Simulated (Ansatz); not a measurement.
**TiS (quintet): the correlation ladder, def2-QZVPP**

An exercise on one series of results from a longer session: the logs are not shown, and one member is left open.

Method: def2-QZVPP, core rule «outside noble gas», up to 14 orbitals frozen; program: Ansatz 0.2.0, Gaussian basis.

To be run: UHF; ROHF; CCSD(T) on UHF.

2 further runs of the same task are left out: 2 set aside as unsound or not needed.

### The geometry

The geometry is a PBE0/def2-TZVP stationary point (not a proven minimum) of the parent state, kept for this charge and spin.

2 atoms, charge 0, spin multiplicity 5.

Atoms are counted from 1 here; the program's logs count them from 0.

Bond lengths: Ti1–S2 2.066 Å.

As a file:

```xyz
2

Ti    0.0000    0.0000    0.0000
S     0.0000    0.0000    2.0664
```

The first run:

File in.yaml:

```yaml
crystal:
  periodic: [false, false, false]
  atoms:
    - {symbol: Ti, position_ang: [0.000000, 0.000000, 0.000000]}
    - {symbol: S, position_ang: [0.000000, 0.000000, 2.066400]}
basis:
  gaussian: {orbitals: "def2-QZVPP.json"}
magnetization: {spin_polarized: true, initial_magnetization: 4}
hamiltonian: {xc: hf}
output: {orbitals: {seedname: orbitals}}
```

Command:

```bash
$ ansatz run in.yaml --threads 1 --pin off --events-out ev --progress --plain --max-ram 4096MiB --backend cpu
```

Steps of the session up to this table: UHF; ROHF; CCSD(T) on UHF.

One table of the session follows, with a row left open; its other results are not shown here.

| method | from UCCSD(T) (kcal/mol) |
| --- | --- |
| ROHF | +159.89 |
| UHF | ? |
| UMP2 | +25.64 |
| UCCSD | +7.84 |
| UCCSD(T) | 0 |

**Question.** Estimate the row for UHF.

As computed: from UCCSD(T) (kcal/mol): +153.71. In the column «from UCCSD(T) (kcal/mol)» it lies between UMP2 (+25.64) and ROHF (+159.89).
